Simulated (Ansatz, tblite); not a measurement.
# In(IMe)Cl3 (C₅H₈Cl₃InN₂): one state, many levels

How do method and basis change the picture of In(IMe)Cl3 (C₅H₈Cl₃InN₂) (singlet)?

Program: Ansatz 0.2.0, Gaussian basis. Level of theory: as each input shows. These are calculated values, not measurements.

Levels to be run: GFN1-xTB, GFN2-xTB, PBE-D4/def2-TZVP, r2SCAN-D4/def2-TZVP, r2SCAN0-D4/def2-TZVP, revPBE-D4/def2-TZVP, PBE-D4/def2-SVP, PBE0-D4/def2-SVP, MP2/def2-SVP.

3 further runs of the same task are left out: 3 set aside as unsound or not needed.

## 1. The structure

The geometry is that of the singlet, from an earlier relaxation (PBE-D4/def2-SVP).

19 atoms, charge 0, spin multiplicity 1.

Bond lengths: In1–C2 2.251 Å, In1–Cl17 2.399 Å, In1–Cl18 2.391 Å, In1–Cl19 2.398 Å, C2–N3 1.359 Å, C2–N7 1.359 Å, N3–C4 1.463 Å, N3–C5 1.385 Å, C4–H9 1.106 Å, C4–H10 1.104 Å, C4–H11 1.106 Å, C5–C6 1.374 Å, C5–H12 1.094 Å, C6–N7 1.383 Å, C6–H13 1.094 Å, N7–C8 1.464 Å, C8–H14 1.109 Å, C8–H15 1.104 Å and more. Angles: C2–In1–Cl17 101.8°, C2–In1–Cl18 107.1°, C2–In1–Cl19 102.6°, Cl17–In1–Cl18 115.7°, Cl17–In1–Cl19 112.3°, Cl18–In1–Cl19 115.3°, In1–C2–N3 131.3°, In1–C2–N7 122.9°, N3–C2–N7 105.7°, C2–N3–C4 124.5°, C2–N3–C5 110.4°, C4–N3–C5 125.1°, N3–C4–H9 110.3°, N3–C4–H10 108.8°, N3–C4–H11 110.3°, H9–C4–H10 110.0°, H9–C4–H11 107.5°, H10–C4–H11 110.0° and more.

In takes a core potential in the def2 sets. No spin-orbit coupling is included.

PBE0-D4/def2-TZVP was run before; its log isn't repeated, and its numbers join the tables.

## 2. GFN1-xTB

Tight binding, by tblite at 300 K electronic temperature and without a spin-polarisation term:

```python
tblite.interface.Calculator('GFN1-xTB', numbers, positions, charge=0, uhf=0).singlepoint()
```

Energy -970.9129 eV, HOMO -12.00 eV, LUMO -7.75 eV; 0.016 s.

## 3. GFN2-xTB

Tight binding, by tblite at 300 K electronic temperature and without a spin-polarisation term:

```python
tblite.interface.Calculator('GFN2-xTB', numbers, positions, charge=0, uhf=0).singlepoint()
```

Energy -970.9290 eV, HOMO -10.91 eV, LUMO -7.38 eV; 0.014 s.

## 4. PBE-D4/def2-TZVP

start.molden holds the orbitals of an earlier run on this state, given as this run's starting guess.

File in.yaml:

```yaml
crystal:
  periodic: [false, false, false]
  atoms:
    - {symbol: In, position_ang: [-0.021372, -0.074764, -2.415656]}
    - {symbol: C, position_ang: [-0.033256, 0.046487, -0.168215]}
    - {symbol: N, position_ang: [-0.187644, 1.102534, 0.673032]}
    - {symbol: C, position_ang: [-0.450374, 2.474644, 0.239651]}
    - {symbol: C, position_ang: [-0.069654, 0.692436, 1.991009]}
    - {symbol: C, position_ang: [0.166163, -0.661200, 1.962854]}
    - {symbol: N, position_ang: [0.182146, -1.031689, 0.630080]}
    - {symbol: C, position_ang: [0.415160, -2.382126, 0.116103]}
    - {symbol: H, position_ang: [-1.399494, 2.522991, -0.326168]}
    - {symbol: H, position_ang: [-0.509159, 3.123853, 1.131219]}
    - {symbol: H, position_ang: [0.355516, 2.825369, -0.431670]}
    - {symbol: H, position_ang: [-0.166482, 1.384575, 2.832991]}
    - {symbol: H, position_ang: [0.320439, -1.377249, 2.775383]}
    - {symbol: H, position_ang: [1.369805, -2.405517, -0.446879]}
    - {symbol: H, position_ang: [0.448314, -3.090205, 0.962939]}
    - {symbol: H, position_ang: [-0.407476, -2.654103, -0.575622]}
    - {symbol: Cl, position_ang: [2.176772, -0.933065, -2.848925]}
    - {symbol: Cl, position_ang: [-0.453834, 2.128229, -3.239220]}
    - {symbol: Cl, position_ang: [-1.735570, -1.691229, -2.862916]}
basis:
  gaussian: {orbitals: def2-TZVP, initial_orbitals: start.molden}
hamiltonian: {xc: pbe, dispersion: d4}
scf: {omitted_lower_state_checks: [starts]}
output: {orbitals: {seedname: orbitals}}
```

Run with:

```console
> ansatz run in.yaml --threads 4 --pin off --events-out ev --progress --plain --max-ram 6963MiB
```

After this run come: r2SCAN-D4/def2-TZVP; r2SCAN0-D4/def2-TZVP; revPBE-D4/def2-TZVP; PBE-D4/def2-SVP; PBE0-D4/def2-SVP; MP2/def2-SVP.

**Question.** What will the summary of the whole plan be? Wanted: gap in def2-TZVP, named functionals, smallest and largest; correlation energy, MP2/def2-SVP; binding an atom, functionals in def2-TZVP; PBE0 total energy, smallest basis above largest.

As calculated:

| quantity | value |
| --- | --- |
| gap in def2-TZVP, named functionals, smallest and largest | 4.41 eV (PBE-D4), 6.99 eV (r2SCAN0-D4) |
| correlation energy, MP2/def2-SVP | -40.38 eV |
| binding an atom, functionals in def2-TZVP | 4.04 (r2SCAN0-D4) to 4.23 eV (PBE-D4) |
| PBE0 total energy, smallest basis above largest | 21.77 eV (def2-SVP, def2-TZVP) |

**Reading.** Over the named functionals in def2-TZVP the gap runs from 4.41 eV (PBE-D4) to 6.99 eV (r2SCAN0-D4); exact exchange widens it.
